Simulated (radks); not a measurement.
**Ionisation energy and size from Ar³⁺ to Cu³⁺**

The task here is to estimate one member of a computed series from the others.

Program: radks (a radial shooting solver on a logarithmic mesh, Libxc functionals) version 1. Level of theory: Dirac Kohn-Sham, PBE, spin-unpolarised, spherical densities, finite nucleus; open shells fill j = l - 1/2 first. These are calculated values, not measurements, unless marked.

**What is computed**

```
species : Ar³⁺, K³⁺, Ca³⁺, Sc³⁺, Ti³⁺, V³⁺, Cr³⁺, Mn³⁺, Fe³⁺, Co³⁺, Ni³⁺, Cu³⁺
runs    : 24, each species and its next ion
```

Set-up of the first run:

Input:

```text
Z 18
configuration [Ne] 3s2 3p3
relativity Dirac
functional pbe,pbe
spin unpolarised
j_filling energy
nucleus finite rms 3.4274 fm
c 137.035999084
```

Steps of the session up to this table: Ar³⁺, [Ne] 3s2 3p3.

One table of the session follows, with a row left open; its other results are not shown here.

It belongs to the step «Ar³⁺, [Ne] 3s2 3p3». Radial moments (bohr):

| level | <r> | outermost maximum (interpolated) | 90 % within | nodes |
| --- | --- | --- | --- | --- |
| 1s1/2 | 0.08572 | 0.0561 | 0.153 | 0 |
| 2s1/2 | 0.4132 | 0.338 | 0.645 | 1 |
| 2p1/2 | ? | ? | ? | ? |
| 2p3/2 | 0.3764 | 0.281 | 0.623 | 0 |
| 3s1/2 | 1.291 | 1.13 | 1.92 | 2 |
| 3p1/2 | 1.393 | 1.20 | 2.11 | 1 |
| 3p3/2 | 1.399 | 1.20 | 2.12 | 1 |

**Question.** Estimate the row for 2p1/2.

**Answer.** <r>: 0.3740; outermost maximum (interpolated): 0.279; 90 % within: 0.620; nodes: 0. In the column «<r>» it lies between 1s1/2 (0.08572) and 2p3/2 (0.3764).

Limits of these values: Spin polarisation and multiplet splitting are left out, so open shells lie too high by an amount that depends on their filling.
